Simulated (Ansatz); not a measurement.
# C2H7BClNSi: up Jacob's ladder to CCSD(T)

An exercise on one series of results from a longer session: the logs are not shown, and one member is left open.

Method: functionals in def2-TZVPP, the program's frozen cores in correlated methods; program: Ansatz 0.2.0, Gaussian basis.

Plan: LDA (SPW92), PBE-D4, revPBE-D4, BLYP-D4, r2SCAN-D4, B97M-V, PBE0-D4, B3LYP-D4, r2SCANh-D4, r2SCAN0-D4, HSE06-D4, BHLYP-D4, CAM-B3LYP-D4, LC-ωPBE, ωB97X-V, ωB97M-V, B2PLYP, PBE-QIDH; CCSD(T)/def2-SVP; CCSD(T)/def2-TZVPP; MP2/def2-QZVPP; extrapolation to the limit; RPA on PBE.

## The relaxed structure

The geometry comes from an earlier relaxation with PBE0-D4 in a triple-zeta def2 set; it is a stationary point, not always the lowest conformer.

SMILES `BN(C=C)[SiH2]Cl`, 13 atoms, charge 0, spin multiplicity 1.

Atoms are counted from 1 here; the program's logs count them from 0.

Bond lengths: B1–N2 1.411 Å, B1–H7 1.196 Å, B1–H8 1.194 Å, N2–C3 1.409 Å, N2–Si5 1.751 Å, C3–C4 1.327 Å, C3–H9 1.085 Å, C4–H10 1.081 Å, C4–H11 1.084 Å, Si5–Cl6 2.052 Å, Si5–H12 1.472 Å, Si5–H13 1.478 Å. Angles: N2–B1–H7 118.8°, N2–B1–H8 119.2°, H7–B1–H8 121.9°, B1–N2–C3 120.1°, B1–N2–Si5 119.4°, C3–N2–Si5 120.5°, N2–C3–C4 126.4°, N2–C3–H9 113.1°, C4–C3–H9 120.6°, C3–C4–H10 119.5°, C3–C4–H11 123.4°, H10–C4–H11 117.1°, N2–Si5–Cl6 111.1°, N2–Si5–H12 107.9°, N2–Si5–H13 109.5°, Cl6–Si5–H12 108.2°, Cl6–Si5–H13 107.2°, H12–Si5–H13 112.9°.

Set-up of the first run:

Input file in.yaml:

```yaml
crystal:
  periodic: [false, false, false]
  atoms:
    - {symbol: B, position_ang: [-1.302392, 0.816668, -1.192519]}
    - {symbol: N, position_ang: [-0.386359, 0.222328, -0.299564]}
    - {symbol: C, position_ang: [-0.157277, -1.166754, -0.344477]}
    - {symbol: C, position_ang: [0.752123, -1.837647, 0.351590]}
    - {symbol: Si, position_ang: [0.431268, 1.220407, 0.883690]}
    - {symbol: Cl, position_ang: [2.426745, 1.406558, 0.441857]}
    - {symbol: H, position_ang: [-1.885136, 0.119401, -1.970375]}
    - {symbol: H, position_ang: [-1.477323, 1.996908, -1.148556]}
    - {symbol: H, position_ang: [-0.816017, -1.684229, -1.034735]}
    - {symbol: H, position_ang: [0.825596, -2.910375, 0.236686]}
    - {symbol: H, position_ang: [1.449971, -1.365666, 1.033122]}
    - {symbol: H, position_ang: [-0.176479, 2.560950, 0.842209]}
    - {symbol: H, position_ang: [0.335579, 0.586951, 2.215771]}
basis:
  gaussian: {orbitals: def2-TZVPP}
hamiltonian: {xc: lda}
output: {orbitals: {seedname: orbitals}}
```

Run with:

```
> ansatz run in.yaml --threads 4 --pin off --events-out ev --progress --plain --max-ram 11315MiB
```

Among the steps run: LDA; PBE-D4 (GGA); revPBE-D4 (GGA); BLYP-D4 (GGA); r2SCAN-D4 (meta-GGA); B97M-V (meta-GGA); B3LYP-D4 (hybrid); r2SCANh-D4 (hybrid); r2SCAN0-D4 (hybrid); HSE06-D4 (hybrid); BHLYP-D4 (hybrid); CAM-B3LYP-D4 (range-separated); LC-ωPBE (range-separated); ωB97X-V (range-separated); ωB97M-V (range-separated); B2PLYP (double hybrid); PBE-QIDH (double hybrid).

One table of the session follows, with a row left open; its other results are not shown here.

It belongs to the step «Frontier levels by functional». 

```
  functional  HOMO (eV)  gap (eV)
 LDA (SPW92)      -6.44      4.35
      PBE-D4      -6.22      4.41
   revPBE-D4      -6.14      4.43
     BLYP-D4      -6.04      4.38
   r2SCAN-D4      -6.38      4.87
      B97M-V      -6.40      4.84
     PBE0-D4      -7.26      6.40
    B3LYP-D4      -7.03      5.97
  r2SCANh-D4      -6.77      5.61
  r2SCAN0-D4      -7.37      6.71
    HSE06-D4      -6.86      5.63
    BHLYP-D4      -8.14      8.30
CAM-B3LYP-D4      -8.53      8.74
     LC-ωPBE      -9.90     11.26
     ωB97X-V      -9.51     10.77
     ωB97M-V          ?         ?
```

Estimate the missing values for ωB97M-V.

The run gave: HOMO (eV): -9.44; gap (eV): 10.46. In the column «HOMO (eV)» it lies between ωB97X-V (-9.51) and CAM-B3LYP-D4 (-8.53).
